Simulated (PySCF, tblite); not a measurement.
**C₄H₁₃NSi₂: geometry, infrared bands and NMR shifts**

Wanted: the infrared bands and NMR shifts of C₄H₁₃NSi₂ (`C=CCC[SiH2]N[SiH3]`), by calculation.

Programs: tblite 0.8.0 and PySCF 2.14.0, with density-fitted response routines of our own. Each step states its level of theory. These are calculated values for one molecule in the gas phase, unless marked as measured. Atoms count from 0, in the outputs and in this text.

**1. The starting structure**

20 atoms, charge 0, multiplicity 1; geometry from: force field or distance geometry start.

Bonds of the start (Å): C0–C1 1.35, C1–C2 1.50, C2–C3 1.55, C3–Si4 1.88, Si4–N5 1.70, N5–Si6 1.69, C0–H7 1.09, C0–H8 1.09, C1–H9 1.09, C2–H10 1.09, C2–H11 1.10, C3–H12 1.08, C3–H13 1.09, Si4–H14 1.47, Si4–H15 1.49, N5–H16 1.01, Si6–H17 1.47, Si6–H18 1.48, Si6–H19 1.49.

**2. Relaxing the molecule with GFN2-xTB**

Job settings and geometry (Å):

```
{"job": {"kind": "relax", "xc": "GFN2-xTB", "basis": "xTB"}, "charge": 0, "multiplicity": 1}
C      3.968900    -0.445100    -0.491400
C      2.996300     0.274400     0.104100
C      1.668300    -0.287200     0.504900
C      0.528600     0.446800    -0.246500
Si    -1.191500    -0.179900     0.178000
N     -2.356100     0.689900    -0.710500
Si    -3.911200     0.204200    -0.276800
H      4.919800     0.017500    -0.737900
H      3.826300    -1.490700    -0.746900
H      3.188300     1.312900     0.359300
H      1.536800    -0.168300     1.584500
H      1.612600    -1.364500     0.298600
H      0.677100     0.343500    -1.310100
H      0.577400     1.511200    -0.014200
H     -1.298100    -1.594200    -0.216000
H     -1.439200    -0.021100     1.634600
H     -2.221700     0.532500    -1.697700
H     -4.847100     0.985400    -1.103500
H     -4.083800    -1.226200    -0.608800
H     -4.156800     0.469600     1.167700
```

The run is started by

```sh
OMP_NUM_THREADS=1 python probes_run.py task.json out
```

The driver reads the jobs from task.json and runs them one after another.

**Question.** This job is followed by: GFN2-xTB harmonic vibrations, gas phase; GIAO PBE0/pcSseg-1 NMR shielding, non-relativistic, gas phase. What will the session give for the following? strongest single infrared mode (GFN2-xTB); zero-point energy (GFN2-xTB); 13C shifts against TMS (PBE0/pcSseg-1); 1H shifts against TMS (PBE0/pcSseg-1, means over atoms taken as alike); 29Si shifts against TMS (PBE0/pcSseg-1); 15N shifts against NH3 (PBE0/pcSseg-1); surface potential, 1st and 99th percentile.

The runs gave:

```
                                                              quantity                                                value
                             strongest single infrared mode (GFN2-xTB)                                 832 cm⁻¹, 536 km/mol
                                          zero-point energy (GFN2-xTB)                                        95.8 kcal/mol
                                13C shifts against TMS (PBE0/pcSseg-1)                         150.9, 119.7, 32.9, 18.2 ppm
1H shifts against TMS (PBE0/pcSseg-1, means over atoms taken as alike)  6.18, 5.36, 5.21, 4.84, 4.76, 2.03, 0.87, -0.61 ppm
                               29Si shifts against TMS (PBE0/pcSseg-1)                                     -28.0, -56.8 ppm
                                15N shifts against NH3 (PBE0/pcSseg-1)                                             -4.1 ppm
                                 surface potential, 1st and 99th percentile                                   -0.67 V and 1.41 V
```

**Reading.** The optimisation took 67 steps and gained 0.423 eV; among the close pairs (by a distance rule), N5–Si6 changed most, from 1.686 to 1.731 Å. No mode is imaginary among the 54: a minimum at this level. The strongest single mode, at 832 cm⁻¹, is spread over many atoms; the largest shares are those of H18, H19. GFN2-xTB is a fitted tight-binding method: band positions and strengths are rough. Its intensities can rank the bands wrongly. The most deshielded carbon is C1 (alkene CH), at 150.9 ppm: an sp2 carbon of a C=C bond. The most deshielded hydrogen is H9 (hydrogen on an alkene CH), at 6.18 ppm: a vinylic proton, deshielded by the sp2 carbon and the C=C anisotropy. At PBE0/pcSseg-1: The largest span, 239 ppm, is at C1, where the paramagnetic term is -220 ppm.
